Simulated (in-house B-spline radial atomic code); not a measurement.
**Gd⁷⁺: ionisation energy by several methods**

Wanted: one ionisation energy, Gd⁷⁺ to configuration [Kr] 4d10 4f6 5s2 5p2, up the ladder of functionals.

Program: in-house B-spline radial atomic code version 1. Level of theory: Dirac-Coulomb, several functionals; spherical all-electron atom at the radial basis limit. These are calculated values, not measurements, unless marked.

## 1. The atom as given

* element: gadolinium (Z = 64)
* charge: +7
* electrons: 57
* configuration: [Kr] 4d10 4f6 5s2 5p3
* nucleus: Fermi, rms radius 5.157 fm

The outer shells:

[Kr] 4d10 4f6 5s2 5p3
```
[Kr] core
4d [↑↓][↑↓][↑↓][↑↓][↑↓]
4f [↑ ][↑ ][↑ ][↑ ][↑ ][↑ ][  ]
5s [↑↓]
5p [↑ ][↑ ][↑ ]
```

The boxes only draw the filling; these runs are spin-restricted and spherical.

## 2. BP86, a GGA

Settings of the run:

```ini
Z = 64
electrons = 57.0
configuration = [Kr] 4d10 4f6 5s2 5p3
hamiltonian = dirac
method = b88,p86
spin_polarised = False
nucleus = fermi
rms_radius = 5.1569
mass_number = 158
atomic_mass = 157.9241112
speed_of_light = 137.035999084
```

## 3. exchange-only LDA

The settings differ from step 2 so:

```diff
@@ -4,3 +4,3 @@
 hamiltonian = dirac
-method = b88,p86
+method = lda,
 spin_polarised = False
```

## 4. PW91, a GGA

The settings differ from step 3 so:

```diff
@@ -4,3 +4,3 @@
 hamiltonian = dirac
-method = lda,
+method = pw91,pw91
 spin_polarised = False
```

## 5. LDA (PW92)

The settings differ from step 4 so:

```diff
@@ -4,3 +4,3 @@
 hamiltonian = dirac
-method = pw91,pw91
+method = lda,pw
 spin_polarised = False
```

## 6. BLYP, a GGA

The settings differ from step 5 so:

```diff
@@ -4,3 +4,3 @@
 hamiltonian = dirac
-method = lda,pw
+method = b88,lyp
 spin_polarised = False
```

## 7. RPBE, a GGA

The settings differ from step 6 so:

```diff
@@ -4,3 +4,3 @@
 hamiltonian = dirac
-method = b88,lyp
+method = rpbe,pbe
 spin_polarised = False
```

The tabulated ionisation energy is 123 ± 6 eV (tabulated theoretical; NIST Atomic Spectra Database). What does each method give, and which comes nearest?

The runs gave:

| method | rung | total energy (hartree) | ΔSCF (eV) | with Breit, QED, recoil (eV) | −ε highest (eV) | corrected ΔSCF less tabulated (eV) |
| --- | --- | --- | --- | --- | --- | --- |
| exchange-only LDA | LDA | -11252.7153 | 119.29 | 119.18 | 102.63 (4f7/2) | -3.82 |
| LDA (PW92) | LDA | -11258.7014 | 121.02 | 120.91 | 104.69 (4f7/2) | -2.09 |
| BP86 | GGA | -11267.9209 | 120.74 | 120.64 | 104.42 (4f7/2) | -2.36 |
| PW91 | GGA | -11267.6308 | 120.69 | 120.59 | 104.41 (4f7/2) | -2.41 |
| BLYP | GGA | -11267.1908 | 120.49 | 120.39 | 104.07 (4f7/2) | -2.61 |
| RPBE | GGA | -11266.7690 | 120.41 | 120.31 | 104.22 (4f7/2) | -2.69 |

The tabulated ionisation energy is 123 ± 6 eV (tabulated theoretical; NIST Atomic Spectra Database). LDA (PW92) comes nearest (-2.09 eV) and exchange-only LDA is farthest (-3.82 eV, 3.1 %). The table's own uncertainty is as large as these misses, so the order means little. Open shells are averaged (over orientations, and over spins where the run is restricted), while tables refer to the lowest levels. ΔSCF removes a 5p electron, which is never the highest level here, so the two columns refer to different electrons.
